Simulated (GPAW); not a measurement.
# GeW (Fm-3m) in GPAW: settings compared

One crystal, GeW, is run at these levels: PW91, RPBE; tasks: relaxation of cell and atoms.

All numbers are computed with GPAW 26.7.0; they aren't measurements. Logs are shortened: lines on timing, memory, paths and dates and some standing lists are left out, and cuts for length are marked. The log counts tension as positive stress, the text compression.

### 1 The structure

It takes space group Fm-3m (No. 225, cubic). The conventional cell has a = 5.155 Å, b = 5.155 Å, c = 5.155 Å, α = 90.00°, β = 90.00°, γ = 90.00°. Ge (site symmetry m-3m) has 6 W at 2.58 Å as nearest neighbours. W (site symmetry m-3m) is surrounded by 6 Ge at 2.58 Å.

The cell was built by a generator and needn't be a form met in nature.

### 2 Relaxation of cell and atoms, PW91

The input, run.py:

```python
from ase import Atoms
from ase.filters import FrechetCellFilter
from ase.io import write
from ase.optimize import BFGS
from gpaw import GPAW, PW, setup_paths

setup_paths.insert(0, '.')

atoms = Atoms(['Ge', 'W'],
              cell=[[0.0, 2.57761, 2.57761],
                    [2.57761, 0.0, 2.57761],
                    [2.57761, 2.57761, 0.0]],
              scaled_positions=[[0.5, 0.5, 0.5],
                                [0.0, 0.0, 0.0]],
              pbc=True)

calc = GPAW(mode=PW(600),
            xc='GGA_X_PW91+GGA_C_PW91',
            kpts={'size': (8, 8, 8), 'gamma': True},
            occupations={'name': 'fermi-dirac', 'width': 0.05},
            nbands=19,
            convergence={'density': 1e-05, 'energy': 1e-05},
            maxiter=150,
            txt='gpaw.txt')
atoms.calc = calc
opt = BFGS(FrechetCellFilter(atoms), trajectory='relax.traj', logfile='-')
done = opt.run(fmax=0.02, steps=60)
calc.write('gs.gpw')
write('result.traj', atoms)
print('Converged:', done)
print('Cell:', atoms.cell.cellpar().round(4))
print('Volume:', round(atoms.get_volume(), 4))
print(atoms.get_scaled_positions().round(5))
```

Potentials or basis: PAW data sets generated in the run's folder for this functional, pw.

Command:

```
gpaw-setup -f GGA_X_PW91+GGA_C_PW91 Ge W
OMP_NUM_THREADS=1 python run.py
```

gpaw.txt:

```text
__  _  _
 | _ |_)|_||  |
 |__||  | ||/\| - 26.7.0

Input parameters:
  mode=PW(ecut=600.0),
  convergence={'density': 1e-05, 'energy': 1e-05},
  kpts=MonkhorstPack(size=(8, 8, 8), gamma=True),
  maxiter=150,
  nbands=19,
  occupations=Occupations(name='fermi-dirac', width=0.05),
  xc=XC(name='GGA_X_PW91+GGA_C_PW91')

Diagonalizing LCAO Hamiltonian
Converting LCAO to pw mode

               Ge

       W

Atoms  # Å, Bohr magnetons
|   | symbol |        x |        y |        z |    initial magnetic moments |
|---|--------|----------|----------|----------|-----------------------------|
| 0 |     Ge | 2.577610 | 2.577610 | 2.577610 | ( 0.0000,  0.0000,  0.0000) |
| 1 |      W | 0.000000 | 0.000000 | 0.000000 | ( 0.0000,  0.0000,  0.0000) |

Unit cell  # Å
| periodic |        x |        y |        z |  lengths |    angles |
|----------|----------|----------|----------|----------|-----------|
|      yes | 0.000000 | 2.577610 | 2.577610 | 3.645291 | 60.000000 |
|      yes | 2.577610 | 0.000000 | 2.577610 | 3.645291 | 60.000000 |
|      yes | 2.577610 | 2.577610 | 0.000000 | 3.645291 | 60.000000 |

Number of symmetries: 48
Symmetry operations  # r_c * U_cc + t_c -> r_c
|    | kind |            matrix            |
|----|------|------------------------------|
|  0 |  σ   |  1, 0, 0,  1, 0,-1,  1,-1, 0 |
|  1 |  C2  |  1, 0, 0,  1,-1, 0,  1, 0,-1 |
|  2 |  E   |  1, 0, 0,  0, 1, 0,  0, 0, 1 |
|  3 |  σ   |  1, 0, 0,  0, 0, 1,  0, 1, 0 |
|  4 |  C4  |  1, 0,-1,  1, 0, 0,  1,-1, 0 |
|  5 |  S6  |  1, 0,-1,  1,-1, 0,  1, 0, 0 |
|  6 |  σ   |  1, 0,-1,  0, 1,-1,  0, 0,-1 |
|  7 |  C3  |  1, 0,-1,  0, 0,-1,  0, 1,-1 |
|  8 |  S6  |  1,-1, 0,  1, 0, 0,  1, 0,-1 |
|  9 |  C4  |  1,-1, 0,  1, 0,-1,  1, 0, 0 |
| 10 |  C3  |  1,-1, 0,  0,-1, 1,  0,-1, 0 |
| 11 |  σ   |  1,-1, 0,  0,-1, 0,  0,-1, 1 |
| 12 |  σ   |  0, 1, 0,  1, 0, 0,  0, 0, 1 |
| 13 |  C4  |  0, 1, 0,  0, 1,-1, -1, 1, 0 |
| 14 |  C3  |  0, 1, 0,  0, 0, 1,  1, 0, 0 |
| 15 |  S6  |  0, 1, 0, -1, 1, 0,  0, 1,-1 |
| 16 |  C2  |  0, 1,-1,  1, 0,-1,  0, 0,-1 |
| 17 |  σ   |  0, 1,-1,  0, 1, 0, -1, 1, 0 |
| 18 |  S4  |  0, 1,-1,  0, 0,-1,  1, 0,-1 |
| 19 |  C4  |  0, 1,-1, -1, 1, 0,  0, 1, 0 |
| 20 |  C3  |  0, 0, 1,  1, 0, 0,  0, 1, 0 |
| 21 |  σ   |  0, 0, 1,  0, 1, 0,  1, 0, 0 |
| 22 |  S6  |  0, 0, 1,  0,-1, 1, -1, 0, 1 |
| 23 |  C4  |  0, 0, 1, -1, 0, 1,  0,-1, 1 |
| 24 |  S4  |  0, 0,-1,  1, 0,-1,  0, 1,-1 |
| 25 |  C3  |  0, 0,-1,  0, 1,-1,  1, 0,-1 |
| 26 |  C2  |  0, 0,-1,  0,-1, 0, -1, 0, 0 |
| 27 |  S6  |  0, 0,-1, -1, 0, 0,  0,-1, 0 |
| 28 |  S4  |  0,-1, 1,  1,-1, 0,  0,-1, 0 |
| 29 |  C4  |  0,-1, 1,  0, 0, 1, -1, 0, 1 |
| 30 |  C2  |  0,-1, 1,  0,-1, 0,  1,-1, 0 |
| 31 |  σ   |  0,-1, 1, -1, 0, 1,  0, 0, 1 |
| 32 |  C3  |  0,-1, 0,  1,-1, 0,  0,-1, 1 |
| 33 |  S6  |  0,-1, 0,  0, 0,-1, -1, 0, 0 |
| 34 |  S4  |  0,-1, 0,  0,-1, 1,  1,-1, 0 |
| 35 |  C2  |  0,-1, 0, -1, 0, 0,  0, 0,-1 |
| 36 |  C2  | -1, 1, 0,  0, 1, 0,  0, 1,-1 |
| 37 |  S6  | -1, 1, 0,  0, 1,-1,  0, 1, 0 |
| 38 |  S4  | -1, 1, 0, -1, 0, 1, -1, 0, 0 |
| 39 |  C3  | -1, 1, 0, -1, 0, 0, -1, 0, 1 |
| 40 |  S6  | -1, 0, 1,  0, 0, 1,  0,-1, 1 |
| 41 |  C2  | -1, 0, 1,  0,-1, 1,  0, 0, 1 |
| 42 |  C3  | -1, 0, 1, -1, 1, 0, -1, 0, 0 |
| 43 |  S4  | -1, 0, 1, -1, 0, 0, -1, 1, 0 |
| 44 |  C2  | -1, 0, 0,  0, 0,-1,  0,-1, 0 |
| 45 |  i   | -1, 0, 0,  0,-1, 0,  0, 0,-1 |
| 46 |  σ   | -1, 0, 0, -1, 1, 0, -1, 0, 1 |
| 47 |  C2  | -1, 0, 0, -1, 0, 1, -1, 1, 0 |
[... 162 lines left out ...]
Fermi level: 11.249
Eigenvalues  # (at kpt = [0.000, 0.000, 0.000])
| band index |      eig [eV] | occ [0-2] |
|------------|---------------|-----------|
|          0 |       -63.148 |     2.000 |
|        ... |               |           |
|          2 |       -27.597 |     2.000 |
|          3 |       -27.597 |     2.000 |
|          4 |        -1.172 |     2.000 |
|          5 |         9.508 |     2.000 |
|          6 |         9.508 |     2.000 |
|          7 |         9.508 |     2.000 |
[... 9 lines left out ...]
|         17 |        26.084 |     0.000 |
|         18 |        26.729 |     0.000 |

No gap
No difference between direct/indirect transitions

Stress tensor  # eV/Ang^3
|         x |         y |         z |
|-----------|-----------|-----------|
| -0.003381 | -0.000000 | -0.000000 |
| -0.000000 | -0.003381 |  0.000000 |
| -0.000000 |  0.000000 | -0.003381 |

Forces  # eV/Ang
|        x |        y |        z |
|----------|----------|----------|
|  0.00000 | -0.00000 | -0.00000 |  # Ge   0
| -0.00000 | -0.00000 |  0.00000 |  # W    1

Interpolating wave functions to new cell

               Ge

       W

Atoms  # Å, Bohr magnetons
|   | symbol |         x |         y |        z |    initial magnetic moments |
|---|--------|-----------|-----------|----------|-----------------------------|
| 0 |     Ge |  2.578676 |  2.578676 | 2.578676 | ( 0.0000,  0.0000,  0.0000) |
| 1 |      W | -0.000000 | -0.000000 | 0.000000 | ( 0.0000,  0.0000,  0.0000) |

Unit cell  # Å
| periodic |        x |         y |         z |  lengths |    angles |
|----------|----------|-----------|-----------|----------|-----------|
|      yes | 0.000000 |  2.578676 |  2.578676 | 3.646799 | 60.000000 |
|      yes | 2.578676 | -0.000000 |  2.578676 | 3.646799 | 60.000000 |
|      yes | 2.578676 |  2.578676 | -0.000000 | 3.646799 | 60.000000 |

Number of symmetries: 48
Symmetry operations  # r_c * U_cc + t_c -> r_c
|    | kind |            matrix            |
|----|------|------------------------------|
|  0 |  σ   |  1, 0, 0,  1, 0,-1,  1,-1, 0 |
|  1 |  C2  |  1, 0, 0,  1,-1, 0,  1, 0,-1 |
|  2 |  E   |  1, 0, 0,  0, 1, 0,  0, 0, 1 |
|  3 |  σ   |  1, 0, 0,  0, 0, 1,  0, 1, 0 |
|  4 |  C4  |  1, 0,-1,  1, 0, 0,  1,-1, 0 |
|  5 |  S6  |  1, 0,-1,  1,-1, 0,  1, 0, 0 |
|  6 |  σ   |  1, 0,-1,  0, 1,-1,  0, 0,-1 |
|  7 |  C3  |  1, 0,-1,  0, 0,-1,  0, 1,-1 |
|  8 |  S6  |  1,-1, 0,  1, 0, 0,  1, 0,-1 |
|  9 |  C4  |  1,-1, 0,  1, 0,-1,  1, 0, 0 |
| 10 |  C3  |  1,-1, 0,  0,-1, 1,  0,-1, 0 |
| 11 |  σ   |  1,-1, 0,  0,-1, 0,  0,-1, 1 |
| 12 |  σ   |  0, 1, 0,  1, 0, 0,  0, 0, 1 |
| 13 |  C4  |  0, 1, 0,  0, 1,-1, -1, 1, 0 |
| 14 |  C3  |  0, 1, 0,  0, 0, 1,  1, 0, 0 |
| 15 |  S6  |  0, 1, 0, -1, 1, 0,  0, 1,-1 |
| 16 |  C2  |  0, 1,-1,  1, 0,-1,  0, 0,-1 |
| 17 |  σ   |  0, 1,-1,  0, 1, 0, -1, 1, 0 |
| 18 |  S4  |  0, 1,-1,  0, 0,-1,  1, 0,-1 |
| 19 |  C4  |  0, 1,-1, -1, 1, 0,  0, 1, 0 |
| 20 |  C3  |  0, 0, 1,  1, 0, 0,  0, 1, 0 |
| 21 |  σ   |  0, 0, 1,  0, 1, 0,  1, 0, 0 |
| 22 |  S6  |  0, 0, 1,  0,-1, 1, -1, 0, 1 |
| 23 |  C4  |  0, 0, 1, -1, 0, 1,  0,-1, 1 |
| 24 |  S4  |  0, 0,-1,  1, 0,-1,  0, 1,-1 |
| 25 |  C3  |  0, 0,-1,  0, 1,-1,  1, 0,-1 |
| 26 |  C2  |  0, 0,-1,  0,-1, 0, -1, 0, 0 |
| 27 |  S6  |  0, 0,-1, -1, 0, 0,  0,-1, 0 |
| 28 |  S4  |  0,-1, 1,  1,-1, 0,  0,-1, 0 |
| 29 |  C4  |  0,-1, 1,  0, 0, 1, -1, 0, 1 |
| 30 |  C2  |  0,-1, 1,  0,-1, 0,  1,-1, 0 |
| 31 |  σ   |  0,-1, 1, -1, 0, 1,  0, 0, 1 |
| 32 |  C3  |  0,-1, 0,  1,-1, 0,  0,-1, 1 |
| 33 |  S6  |  0,-1, 0,  0, 0,-1, -1, 0, 0 |
| 34 |  S4  |  0,-1, 0,  0,-1, 1,  1,-1, 0 |
| 35 |  C2  |  0,-1, 0, -1, 0, 0,  0, 0,-1 |
| 36 |  C2  | -1, 1, 0,  0, 1, 0,  0, 1,-1 |
| 37 |  S6  | -1, 1, 0,  0, 1,-1,  0, 1, 0 |
| 38 |  S4  | -1, 1, 0, -1, 0, 1, -1, 0, 0 |
| 39 |  C3  | -1, 1, 0, -1, 0, 0, -1, 0, 1 |
| 40 |  S6  | -1, 0, 1,  0, 0, 1,  0,-1, 1 |
| 41 |  C2  | -1, 0, 1,  0,-1, 1,  0, 0, 1 |
| 42 |  C3  | -1, 0, 1, -1, 1, 0, -1, 0, 0 |
| 43 |  S4  | -1, 0, 1, -1, 0, 0, -1, 1, 0 |
| 44 |  C2  | -1, 0, 0,  0, 0,-1,  0,-1, 0 |
| 45 |  i   | -1, 0, 0,  0,-1, 0,  0, 0,-1 |
| 46 |  σ   | -1, 0, 0, -1, 1, 0, -1, 0, 1 |
| 47 |  C2  | -1, 0, 0, -1, 0, 1, -1, 1, 0 |
[... 160 lines left out ...]
Fermi level: 11.230
Eigenvalues  # (at kpt = [0.000, 0.000, 0.000])
| band index |      eig [eV] | occ [0-2] |
|------------|---------------|-----------|
|          0 |       -63.167 |     2.000 |
|        ... |               |           |
|          2 |       -27.616 |     2.000 |
|          3 |       -27.616 |     2.000 |
|          4 |        -1.181 |     2.000 |
|          5 |         9.493 |     2.000 |
|          6 |         9.493 |     2.000 |
|          7 |         9.493 |     2.000 |
[... 9 lines left out ...]
|         17 |        26.052 |     0.000 |
|         18 |        26.695 |     0.000 |

No gap
No difference between direct/indirect transitions

Stress tensor  # eV/Ang^3
|         x |         y |         z |
|-----------|-----------|-----------|
| -0.002035 | -0.000000 |  0.000000 |
| -0.000000 | -0.002035 | -0.000000 |
|  0.000000 | -0.000000 | -0.002035 |

Forces  # eV/Ang
|       x |        y |        z |
|---------|----------|----------|
| 0.00000 |  0.00000 |  0.00000 |  # Ge   0
| 0.00000 | -0.00000 | -0.00000 |  # W    1

Interpolating wave functions to new cell

               Ge

       W

Atoms  # Å, Bohr magnetons
|   | symbol |         x |        y |        z |    initial magnetic moments |
|---|--------|-----------|----------|----------|-----------------------------|
| 0 |     Ge |  2.580295 | 2.580295 | 2.580295 | ( 0.0000,  0.0000,  0.0000) |
| 1 |      W | -0.000000 | 0.000000 | 0.000000 | ( 0.0000,  0.0000,  0.0000) |

Unit cell  # Å
| periodic |        x |        y |        z |  lengths |    angles |
|----------|----------|----------|----------|----------|-----------|
|      yes | 0.000000 | 2.580295 | 2.580295 | 3.649088 | 60.000000 |
|      yes | 2.580295 | 0.000000 | 2.580295 | 3.649088 | 60.000000 |
|      yes | 2.580295 | 2.580295 | 0.000000 | 3.649088 | 60.000000 |

Number of symmetries: 48
Symmetry operations  # r_c * U_cc + t_c -> r_c
|    | kind |            matrix            |
|----|------|------------------------------|
|  0 |  σ   |  1, 0, 0,  1, 0,-1,  1,-1, 0 |
|  1 |  C2  |  1, 0, 0,  1,-1, 0,  1, 0,-1 |
|  2 |  E   |  1, 0, 0,  0, 1, 0,  0, 0, 1 |
|  3 |  σ   |  1, 0, 0,  0, 0, 1,  0, 1, 0 |
|  4 |  C4  |  1, 0,-1,  1, 0, 0,  1,-1, 0 |
|  5 |  S6  |  1, 0,-1,  1,-1, 0,  1, 0, 0 |
|  6 |  σ   |  1, 0,-1,  0, 1,-1,  0, 0,-1 |
|  7 |  C3  |  1, 0,-1,  0, 0,-1,  0, 1,-1 |
|  8 |  S6  |  1,-1, 0,  1, 0, 0,  1, 0,-1 |
|  9 |  C4  |  1,-1, 0,  1, 0,-1,  1, 0, 0 |
| 10 |  C3  |  1,-1, 0,  0,-1, 1,  0,-1, 0 |
| 11 |  σ   |  1,-1, 0,  0,-1, 0,  0,-1, 1 |
| 12 |  σ   |  0, 1, 0,  1, 0, 0,  0, 0, 1 |
| 13 |  C4  |  0, 1, 0,  0, 1,-1, -1, 1, 0 |
| 14 |  C3  |  0, 1, 0,  0, 0, 1,  1, 0, 0 |
| 15 |  S6  |  0, 1, 0, -1, 1, 0,  0, 1,-1 |
| 16 |  C2  |  0, 1,-1,  1, 0,-1,  0, 0,-1 |
| 17 |  σ   |  0, 1,-1,  0, 1, 0, -1, 1, 0 |
| 18 |  S4  |  0, 1,-1,  0, 0,-1,  1, 0,-1 |
| 19 |  C4  |  0, 1,-1, -1, 1, 0,  0, 1, 0 |
| 20 |  C3  |  0, 0, 1,  1, 0, 0,  0, 1, 0 |
| 21 |  σ   |  0, 0, 1,  0, 1, 0,  1, 0, 0 |
| 22 |  S6  |  0, 0, 1,  0,-1, 1, -1, 0, 1 |
| 23 |  C4  |  0, 0, 1, -1, 0, 1,  0,-1, 1 |
| 24 |  S4  |  0, 0,-1,  1, 0,-1,  0, 1,-1 |
| 25 |  C3  |  0, 0,-1,  0, 1,-1,  1, 0,-1 |
| 26 |  C2  |  0, 0,-1,  0,-1, 0, -1, 0, 0 |
| 27 |  S6  |  0, 0,-1, -1, 0, 0,  0,-1, 0 |
| 28 |  S4  |  0,-1, 1,  1,-1, 0,  0,-1, 0 |
| 29 |  C4  |  0,-1, 1,  0, 0, 1, -1, 0, 1 |
| 30 |  C2  |  0,-1, 1,  0,-1, 0,  1,-1, 0 |
| 31 |  σ   |  0,-1, 1, -1, 0, 1,  0, 0, 1 |
| 32 |  C3  |  0,-1, 0,  1,-1, 0,  0,-1, 1 |
| 33 |  S6  |  0,-1, 0,  0, 0,-1, -1, 0, 0 |
| 34 |  S4  |  0,-1, 0,  0,-1, 1,  1,-1, 0 |
| 35 |  C2  |  0,-1, 0, -1, 0, 0,  0, 0,-1 |
| 36 |  C2  | -1, 1, 0,  0, 1, 0,  0, 1,-1 |
| 37 |  S6  | -1, 1, 0,  0, 1,-1,  0, 1, 0 |
| 38 |  S4  | -1, 1, 0, -1, 0, 1, -1, 0, 0 |
| 39 |  C3  | -1, 1, 0, -1, 0, 0, -1, 0, 1 |
| 40 |  S6  | -1, 0, 1,  0, 0, 1,  0,-1, 1 |
| 41 |  C2  | -1, 0, 1,  0,-1, 1,  0, 0, 1 |
| 42 |  C3  | -1, 0, 1, -1, 1, 0, -1, 0, 0 |
| 43 |  S4  | -1, 0, 1, -1, 0, 0, -1, 1, 0 |
| 44 |  C2  | -1, 0, 0,  0, 0,-1,  0,-1, 0 |
| 45 |  i   | -1, 0, 0,  0,-1, 0,  0, 0,-1 |
| 46 |  σ   | -1, 0, 0, -1, 1, 0, -1, 0, 1 |
| 47 |  C2  | -1, 0, 0, -1, 0, 1, -1, 1, 0 |
[... 160 lines left out ...]
Fermi level: 11.202
Eigenvalues  # (at kpt = [0.000, 0.000, 0.000])
| band index |      eig [eV] | occ [0-2] |
|------------|---------------|-----------|
|          0 |       -63.197 |     2.000 |
|        ... |               |           |
|          2 |       -27.645 |     2.000 |
|          3 |       -27.645 |     2.000 |
|          4 |        -1.195 |     2.000 |
|          5 |         9.470 |     2.000 |
|          6 |         9.470 |     2.000 |
|          7 |         9.470 |     2.000 |
[... 9 lines left out ...]
|         17 |        26.004 |     0.000 |
|         18 |        26.643 |     0.000 |

No gap
No difference between direct/indirect transitions

Stress tensor  # eV/Ang^3
|         x |         y |         z |
|-----------|-----------|-----------|
| -0.000007 | -0.000000 | -0.000000 |
| -0.000000 | -0.000007 |  0.000000 |
| -0.000000 |  0.000000 | -0.000007 |

Forces  # eV/Ang
|        x |       y |       z |
|----------|---------|---------|
| -0.00000 | 0.00000 | 0.00000 |  # Ge   0
|  0.00000 | 0.00000 | 0.00000 |  # W    1

# Writing to gs.gpw (mode='')
```

It took 33 s on 1 thread of Arm Neoverse V2, shared host; peak memory 0.17 GiB.

Results:

```
Free energy                            : -14.3174 eV
Relaxed volume                         : 17.18 Å³/atom
Relaxed cell                           : a = 3.649 Å, b = 3.649 Å, c = 3.649 Å, α = 60.00°, β = 60.00°, γ = 60.00°
Space group after relaxing (to 0.05 Å) : Fm-3m (No. 225)
Energy gained by relaxing              : 0.1 meV/atom
Ionic steps                            : 3
Pressure after relaxing                : 0.0 GPa
Band gap on the k mesh                 : none (metal or under the smearing width)
```

Step by step:
```
step  energy change (eV)  largest force (eV/Å)  pressure (GPa)  volume (Å³)
   1              0.0000                0.0000            0.54        34.25
   2             -0.0001                0.0000            0.33        34.29
   3             -0.0002                0.0000            0.00        34.36
```

Final structure:
```yaml
crystal:
  lattice:
    - [0.00000, 2.58029, 2.58029]
    - [2.58029, 0.00000, 2.58029]
    - [2.58029, 2.58029, 0.00000]
  atoms:
    - { symbol: Ge, position: [0.50000, 0.50000, 0.50000] }
    - { symbol: W, position: [0.00000, 0.00000, 0.00000] }
```

Caveat: later steps reuse the first step's grids. Spin-orbit coupling is left out, which matters for the levels of W.

### 3 Relaxation of cell and atoms, RPBE

Changes to run.py since step 2:

```diff
@@ -4,5 +4,3 @@
 from ase.optimize import BFGS
-from gpaw import GPAW, PW, setup_paths
-
-setup_paths.insert(0, '.')
+from gpaw import GPAW, PW
 
@@ -17,3 +15,3 @@
 calc = GPAW(mode=PW(600),
-            xc='GGA_X_PW91+GGA_C_PW91',
+            xc='RPBE',
             kpts={'size': (8, 8, 8), 'gamma': True},
```

Potentials or basis: the program's PAW data sets (release 1.2.1) made for this functional, pw.

Command:

```
OMP_NUM_THREADS=1 python run.py
```

gpaw.txt:

```text
__  _  _
 | _ |_)|_||  |
 |__||  | ||/\| - 26.7.0

Input parameters:
  mode=PW(ecut=600.0),
  convergence={'density': 1e-05, 'energy': 1e-05},
  kpts=MonkhorstPack(size=(8, 8, 8), gamma=True),
  maxiter=150,
  nbands=19,
  occupations=Occupations(name='fermi-dirac', width=0.05),
  xc=XC(name='RPBE')

Diagonalizing LCAO Hamiltonian
Converting LCAO to pw mode

               Ge

       W

Atoms  # Å, Bohr magnetons
|   | symbol |        x |        y |        z |    initial magnetic moments |
|---|--------|----------|----------|----------|-----------------------------|
| 0 |     Ge | 2.577610 | 2.577610 | 2.577610 | ( 0.0000,  0.0000,  0.0000) |
| 1 |      W | 0.000000 | 0.000000 | 0.000000 | ( 0.0000,  0.0000,  0.0000) |

Unit cell  # Å
[... 539 lines left out ...]
|   | symbol |         x |         y |         z |    initial magnetic moments |
|---|--------|-----------|-----------|-----------|-----------------------------|
| 0 |     Ge |  2.594428 |  2.594428 |  2.594428 | ( 0.0000,  0.0000,  0.0000) |
| 1 |      W | -0.000000 | -0.000000 | -0.000000 | ( 0.0000,  0.0000,  0.0000) |

Unit cell  # Å
| periodic |        x |        y |        z |  lengths |    angles |
|----------|----------|----------|----------|----------|-----------|
|      yes | 0.000000 | 2.594428 | 2.594428 | 3.669076 | 60.000000 |
|      yes | 2.594428 | 0.000000 | 2.594428 | 3.669076 | 60.000000 |
|      yes | 2.594428 | 2.594428 | 0.000000 | 3.669076 | 60.000000 |

Number of symmetries: 48
Symmetry operations  # r_c * U_cc + t_c -> r_c
|    | kind |            matrix            |
|----|------|------------------------------|
|  0 |  σ   |  1, 0, 0,  1, 0,-1,  1,-1, 0 |
|  1 |  C2  |  1, 0, 0,  1,-1, 0,  1, 0,-1 |
|  2 |  E   |  1, 0, 0,  0, 1, 0,  0, 0, 1 |
|  3 |  σ   |  1, 0, 0,  0, 0, 1,  0, 1, 0 |
|  4 |  C4  |  1, 0,-1,  1, 0, 0,  1,-1, 0 |
|  5 |  S6  |  1, 0,-1,  1,-1, 0,  1, 0, 0 |
|  6 |  σ   |  1, 0,-1,  0, 1,-1,  0, 0,-1 |
|  7 |  C3  |  1, 0,-1,  0, 0,-1,  0, 1,-1 |
|  8 |  S6  |  1,-1, 0,  1, 0, 0,  1, 0,-1 |
[... 227 lines left out ...]
Stress tensor  # eV/Ang^3
|         x |         y |         z |
|-----------|-----------|-----------|
| -0.000297 |  0.000000 |  0.000000 |
|  0.000000 | -0.000297 |  0.000000 |
|  0.000000 |  0.000000 | -0.000297 |

Forces  # eV/Ang
|       x |        y |        z |
|---------|----------|----------|
| 0.00000 |  0.00000 |  0.00000 |  # Ge   0
| 0.00000 | -0.00000 | -0.00000 |  # W    1

# Writing to gs.gpw (mode='')
```

It took 32 s on 1 thread of Arm Neoverse V2, shared host; peak memory 0.17 GiB.

Results:

* Free energy: -13.4091 eV
* Relaxed volume: 17.46 Å³/atom
* Relaxed cell: a = 3.669 Å, b = 3.669 Å, c = 3.669 Å, α = 60.00°, β = 60.00°, γ = 60.00°
* Space group after relaxing (to 0.05 Å): Fm-3m (No. 225)
* Energy gained by relaxing: 3.6 meV/atom
* Ionic steps: 3
* Pressure after relaxing: 0.0 GPa
* Band gap on the k mesh: none (metal or under the smearing width)

The path:
| step | energy change (eV) | largest force (eV/Å) | pressure (GPa) | volume (Å³) |
| --- | --- | --- | --- | --- |
| 1 | 0.0000 | 0.0000 | 3.41 | 34.25 |
| 2 | -0.0045 | 0.0000 | 2.03 | 34.52 |
| 3 | -0.0071 | 0.0000 | 0.05 | 34.93 |

Final structure:
```
Ge W
1.0
     0.00000    2.59443    2.59443
     2.59443    0.00000    2.59443
     2.59443    2.59443    0.00000
Ge W
1 1
Direct
  0.50000 0.50000 0.50000
  0.00000 0.00000 0.00000
```

Caveat: later steps reuse the first step's grids.
